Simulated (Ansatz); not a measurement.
# Ta2Sn3: the cost of one run

Computed with Ansatz 0.2.0 (DFT PBE, scalar-relativistic, plane waves, PAW, unless a step names another level, unless a step's input says otherwise).

2 further runs of the same task are left out: 2 set aside as unsound or not needed.

## Step 1: Starting point

It takes space group P-3m1 (No. 164, trigonal). Conventional cell: a = 4.895 Å, b = 4.895 Å, c = 5.733 Å, α = 90.00°, β = 90.00°, γ = 120.00°. Around Ta (site symmetry 3m) lie 5 Sn at 2.79 to 2.94 Å and 3 Ta at 3.03 Å. Around Sn (site symmetry -3m) lie 6 Ta at 2.88 Å. Sn (site symmetry 3m) has 2 Ta at 2.79 to 2.94 Å and 3 Sn at 3.08 Å as nearest neighbours.

Structure file:

```cif
data_structure
_symmetry_space_group_name_H-M 'P-3m1'
_symmetry_Int_Tables_number 164
_cell_length_a 4.8946
_cell_length_b 4.8946
_cell_length_c 5.7334
_cell_angle_alpha 90.000
_cell_angle_beta 90.000
_cell_angle_gamma 120.000
_cell_volume 118.95
loop_
_atom_site_label
_atom_site_type_symbol
_atom_site_symmetry_multiplicity
_atom_site_Wyckoff_symbol
_atom_site_fract_x
_atom_site_fract_y
_atom_site_fract_z
_atom_site_occupancy
Ta1 Ta 2 d 0.66667 0.33333 0.90563 1
Sn1 Sn 1 a 0.00000 0.00000 0.00000 1
Sn2 Sn 2 d 0.66667 0.33333 0.39278 1
```

It came out lowest among 17 distinct ends of the trial cells. At a tolerance of 0.05 Å it has space group P-3m1 (No. 164).

## Step 2: Relaxing to 0.001 eV/Å, on the response runs' mesh and smearing

input.yaml

```yaml
crystal:
  lattice:
    - [4.8945528834, 0.0, 0.0]
    - [-2.4472764417, 4.2388071372, 0.0]
    - [0.0, 0.0, 5.7334459426]
  atoms:
    - { symbol: Ta, position: [0.6666666667, 0.3333333333, 0.9056339248] }
    - { symbol: Ta, position: [0.3333333333, 0.6666666667, 0.0943660752] }
    - { symbol: Sn, position: [0.0, 0.0, 0.0] }
    - { symbol: Sn, position: [0.6666666667, 0.3333333333, 0.3927776629] }
    - { symbol: Sn, position: [0.3333333333, 0.6666666667, 0.6072223371] }
basis:
  ecutwfc: 420
kpoints:
  mp_grid: { grid: [6, 6, 6] }
hamiltonian:
  xc: pbe
scf:
  occupations: { method: gaussian, width: 0.1 }
output:
  forces: true
  stress: true
  eigenvalues: true
  write_density: true
  write_potential: true
  elf: true
  volumetric_format: npy
relax:
  adjacent_minimum: "off"
  f_tol: 0.001
  max_steps: 60
  cell: { stress_tol: 0.01 }
```

On the command line:

```bash
$ ansatz run input.yaml --threads 3 --pin off --max-ram 7680MiB --backend cpu --events-out ev --progress --plain --runs-dir out
```

What time and memory should one allow on 3 threads of Intel Xeon at 2.70GHz, shared host?

About 18 s, with a peak of 0.56 GiB.
